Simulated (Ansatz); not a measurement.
# CH₃GeN (SMILES N#[C][GeH3]): one structure at several levels

An exercise on one series of results from a longer session: the logs are not shown, and one member is left open.

Method: single points in def2-TZVPP; program: Ansatz 0.2.0, Gaussian basis.

Cores are frozen in the correlated methods. Filled d shells of the heavier atoms are correlated. B3LYP uses VWN-RPA correlation.

## Where the work starts

SMILES `N#[C][GeH3]`, 6 atoms, charge 0, spin multiplicity 1.

Atoms are counted from 1 here; the program's logs count them from 0.

Bond lengths: N1–C2 1.130 Å, C2–Ge3 1.831 Å, Ge3–H4 1.473 Å, Ge3–H5 1.542 Å, Ge3–H6 1.434 Å. Angles: N1–C2–Ge3 176.6°, C2–Ge3–H4 111.0°, C2–Ge3–H5 104.9°, C2–Ge3–H6 110.8°, H4–Ge3–H5 107.6°, H4–Ge3–H6 111.8°, H5–Ge3–H6 110.5°.

As a file:

```xyz
6

N     0.5539   -2.2052    0.7968
C     0.3173   -1.1690    0.4123
Ge   -0.1611    0.5030   -0.1600
H    -1.4035    0.4548   -0.9501
H     0.9759    0.9386   -1.1062
H    -0.2693    1.4095    0.9460
```

Set-up of the first run:

Input file run/in.yaml:

```yaml
crystal:
  periodic: [false, false, false]
  atoms:
    - {symbol: N, position_ang: [0.553900, -2.205200, 0.796800]}
    - {symbol: C, position_ang: [0.317300, -1.169000, 0.412300]}
    - {symbol: Ge, position_ang: [-0.161100, 0.503000, -0.160000]}
    - {symbol: H, position_ang: [-1.403500, 0.454800, -0.950100]}
    - {symbol: H, position_ang: [0.975900, 0.938600, -1.106200]}
    - {symbol: H, position_ang: [-0.269300, 1.409500, 0.946000]}
basis:
  gaussian: {orbitals: def2-TZVPP}
correlation: {method: ccsd_t}
output: {forces: true}
```

No record of the launch command was kept for these runs.

Among the steps run: CCSD(T)/def2-TZVPP; PBE0-D4/def2-TZVPP; wB97M-V/def2-TZVPP; r2SCAN-D4/def2-TZVPP; PBE-D4/def2-TZVPP; r2SCAN0-D4/def2-TZVPP; B3LYP-D4/def2-TZVPP.

One table of the session follows, with a row left open; its other results are not shown here.

| method | RMS force component (eV/Å) | angle to CCSD(T) forces (°) | dipole (D) |
| --- | --- | --- | --- |
| CCSD(T) | 1.367 | reference | 3.35 |
| PBE0-D4 | 1.028 | 17.2 | 3.46 |
| wB97M-V | ? | ? | ? |
| r2SCAN-D4 | 1.124 | 8.3 | 3.46 |
| PBE-D4 | 1.383 | 5.3 | 3.40 |
| r2SCAN0-D4 | 0.905 | 26.4 | 3.50 |
| B3LYP-D4 | 1.033 | 18.4 | 3.46 |

Estimate the missing values for wB97M-V.

**Answer.** RMS force component (eV/Å): 0.985; angle to CCSD(T) forces (°): 22.4; dipole (D): 3.45. In the column «RMS force component (eV/Å)» it lies between r2SCAN0-D4 (0.905) and PBE0-D4 (1.028).
